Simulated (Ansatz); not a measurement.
GeH7NSSi, SMILES [SiH3][NH][GeH2][SH], energies of removing a hydrogen

Computed with the Python package of Ansatz (0.2.0).

Script `bde_geh7nssi.py`:
```python
"""Cost of removing each kind of hydrogen from GeH7NSSi, fragments frozen."""

import ansatz as az

BASIS_SET = "def2-TZVP"
XC = "PBE"


def total_energy(molecule, charge=0, unpaired=0):
    calc = molecule.calculation().basis(gaussian=BASIS_SET).functional(XC)
    if charge:
        calc = calc.charge(charge)
    if unpaired:
        calc = calc.spin("collinear", total=unpaired)
    report = calc.run(threads=1, backend="cpu").report
    if report["published_state_doubts"]:
        print("  doubts:", report["published_state_doubts"])
    return report["free_energy_ev"]

def without(molecule, index):
    rest = az.Crystal.molecule()
    for i, site in enumerate(molecule.cartesian_sites):
        if i != index:
            rest = rest.atom(site.symbol, site.position_ang)
    return rest


def main() -> None:
    geometry = (
        az.Crystal.molecule()
        .atom("Si", (-1.6505, 0.2998, -0.0982))
        .atom("N", (-0.4233, -0.747, 0.6793))
        .atom("Ge", (1.1075, -0.7051, -0.388))
        .atom("S", (2.0751, 1.2909, -0.252))
        .atom("H", (-1.9687, -0.2196, -1.4369))
        .atom("H", (-2.8718, 0.307, 0.7203))
        .atom("H", (-1.1381, 1.674, -0.209))
        .atom("H", (-0.172, -0.2983, 1.5883))
        .atom("H", (2.1036, -1.7815, 0.1128))
        .atom("H", (0.7353, -1.009, -1.8622))
        .atom("H", (2.2027, 1.1888, 1.1456))
    )

    whole = total_energy(geometry, 0)
    hydrogen = total_energy(az.Crystal.molecule().atom("H", (0, 0, 0)), 0, 1)
    print(f"E(molecule) = {whole:.5f} eV, E(H) = {hydrogen:.5f} eV")
    for index in [6, 7, 9]:
        radical = total_energy(without(geometry, index), 0, 1)
        print(f"H{index}: homolysis {23.060548 * (radical + hydrogen - whole):.1f} kcal/mol")


if __name__ == "__main__":
    main()
```

`python bde_geh7nssi.py` gives:
```text
E(molecule) = -76818.19034 eV, E(H) = -13.59523 eV
H6: homolysis 88.5 kcal/mol
H7: homolysis 107.7 kcal/mol
H9: homolysis 84.9 kcal/mol
```

Total energies depend on the basis set; only differences at equal settings carry meaning. The geometry is a force-field or estimated start, not a minimum of this method, and the basis set is short of its limit. All parts are taken at fixed geometry, without zero-point energy. This functional overbinds, so such energies come out a few per cent too high (LDA far more). The whole script took 52 s on 1 thread of Arm Neoverse V1, with other jobs on the host, peak memory 0.38 GiB.

(Lines on the test bed's own set-up are left out of the output.)
